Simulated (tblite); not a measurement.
# C5H11FSi: the cost of one run

The runs use tblite 0.8.0 and PySCF 2.14.0, with density-fitted response routines of our own; the level of theory stands in each step. All values are computed, except where a source is named. Atoms are numbered from 0 throughout.

**1. The starting structure**

18 atoms, charge 0, multiplicity 1; geometry from: force field or distance geometry start.

Bonds of the start (Å): C0–C1 1.32, C1–F2 1.38, C1–C3 1.46, C3–Si4 1.84, Si4–C5 1.87, C5–C6 1.51, C0–H7 1.09, C0–H8 1.09, C3–H9 1.11, C3–H10 1.14, Si4–H11 1.46, Si4–H12 1.49, C5–H13 1.11, C5–H14 1.12, C6–H15 1.13, C6–H16 1.09, C6–H17 1.08.

**2. Geometry optimisation with GFN2-xTB**

The job: settings as JSON, then the geometry in Å.

```
{"job": {"kind": "relax", "xc": "GFN2-xTB", "basis": "xTB"}, "charge": 0, "multiplicity": 1}
C      1.778300     1.135100     0.391000
C      2.223800    -0.018300    -0.082800
F      3.583900    -0.101400    -0.292300
C      1.415900    -1.195300    -0.367100
Si    -0.388100    -1.087500    -0.047200
C     -1.179100     0.208200    -1.143800
C     -2.344800     0.839700    -0.423100
H      2.502300     1.933000     0.560700
H      0.726900     1.318800     0.609400
H      1.569500    -1.461100    -1.436500
H      1.809700    -2.033400     0.290800
H     -0.784300    -0.859400     1.339600
H     -1.010600    -2.377800    -0.456900
H     -1.579300    -0.273400    -2.061900
H     -0.453300     1.005600    -1.462100
H     -2.742800     0.134100     0.369400
H     -3.122300     1.098800    -1.143400
H     -2.014500     1.740600     0.079600
```

Launch:

```bash
> OMP_NUM_THREADS=1 python probes_run.py task.json out
```

This one command runs all jobs of the session in turn.

**Question.** How long does this first job take on 1 thread of Arm Neoverse V1, shared host, and how much memory does it need?

About 1.5 s, with a peak of 0.18 GiB.
